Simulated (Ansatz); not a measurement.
**CH3AlFNO: how energies converge with the basis set**

Aim: see how fast density functionals converge with the basis set for CH3AlFNO.

The runs use Ansatz 0.2.0, Gaussian basis; one geometry, several basis sets.

Levels to be run: PBE0-D4/def2-SVP; ωB97M-V/def2-SVP; PBE0-D4/def2-QZVPP; ωB97M-V/def2-QZVPP; the functionals' def2-TZVPP values are taken from earlier runs.

### Step 1. The geometry

All runs share one geometry, relaxed beforehand with PBE0-D4 in a triple-zeta def2 set.

8 atoms, charge 0, spin multiplicity 1.

Atoms are counted from 1 here; the program's logs count them from 0.

Bond lengths: N1–C2 1.327 Å, N1–H6 1.008 Å, N1–H7 1.005 Å, C2–O3 1.227 Å, C2–H8 1.100 Å, O3–Al4 2.172 Å, Al4–F5 1.680 Å. Angles: C2–N1–H6 119.6°, C2–N1–H7 121.1°, H6–N1–H7 119.3°, N1–C2–O3 123.4°, N1–C2–H8 115.2°, O3–C2–H8 121.4°, C2–O3–Al4 118.9°, O3–Al4–F5 89.9°.

### Step 2. PBE0-D4 in def2-SVP

The input, in.yaml:

```yaml
crystal:
  periodic: [false, false, false]
  atoms:
    - {symbol: N, position_ang: [0.830561, -0.543439, 1.295433]}
    - {symbol: C, position_ang: [-0.114815, -0.189140, 0.433557]}
    - {symbol: O, position_ang: [0.122887, 0.272384, -0.678106]}
    - {symbol: Al, position_ang: [-1.539528, 0.802810, -1.972090]}
    - {symbol: F, position_ang: [-0.455497, 1.292058, -3.159028]}
    - {symbol: H, position_ang: [1.800040, -0.435779, 1.042800]}
    - {symbol: H, position_ang: [0.595494, -0.918204, 2.197344]}
    - {symbol: H, position_ang: [-1.146943, -0.337791, 0.784391]}
basis:
  gaussian: {orbitals: def2-SVP}
hamiltonian: {xc: pbe0, dispersion: d4}
output: {orbitals: {seedname: orbitals}}
```

The runs that follow: ωB97M-V in def2-SVP; PBE0-D4 in def2-QZVPP; ωB97M-V in def2-QZVPP.

Before running them: what should the planned runs give, taken together? Wanted: PBE0-D4: double and triple zeta above quadruple; ωB97M-V: double and triple zeta above quadruple.

As calculated:

| quantity | value |
| --- | --- |
| PBE0-D4: double and triple zeta above quadruple | 11.76, 0.62 eV |
| ωB97M-V: double and triple zeta above quadruple | 11.96, 0.61 eV |

What this shows: PBE0-D4 gains 11.13 eV from double to triple zeta, then 0.62 eV more. Total energies overstate the basis error of differences, where much of it tends to cancel. The LUMO of ωB97M-V is positive and keeps falling with the basis (1.63 to 0.84 eV): an unbound level that the basis holds in place.
